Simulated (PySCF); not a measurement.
The system is SMgClH, in a box.

```
S Mg Cl H
1.0
    11.00000    0.00000    0.00000
     0.00000   14.00000    0.00000
     0.00000    0.00000   10.00000
S Mg Cl H
1 1 1 1
Direct
  0.45000 0.64868 0.45926
  0.45712 0.48950 0.50515
  0.46185 0.33700 0.54754
  0.55237 0.66600 0.52876
```

Base run:

- Program: PySCF 2.14.0
- Functional: M06-L
- Dispersion: D4
- Potentials or basis: cc-pvdz (all-electron)
- k mesh: 1 × 1 × 1
- Occupations: fixed
- Spin: no spin polarisation

Its results: gap between the frontier levels 4.95 eV.

Q: After a change of settings the same cell gave: gap between the frontier levels 7.44 eV. Which change was it?
A. functional from M06-L to BHandHLYP
B. functional from M06-L to OLYP; dispersion from D4 to D3(BJ)
C. functional from M06-L to TM; dispersion from D4 to none

A: A.

Caveats: this is a molecule in a periodic box at the Γ point, so its band gap is the HOMO-LUMO gap; the basis of atomic orbitals isn't converged, which shifts pressures, moduli and gaps.

Not every run made on this cell is shown here.
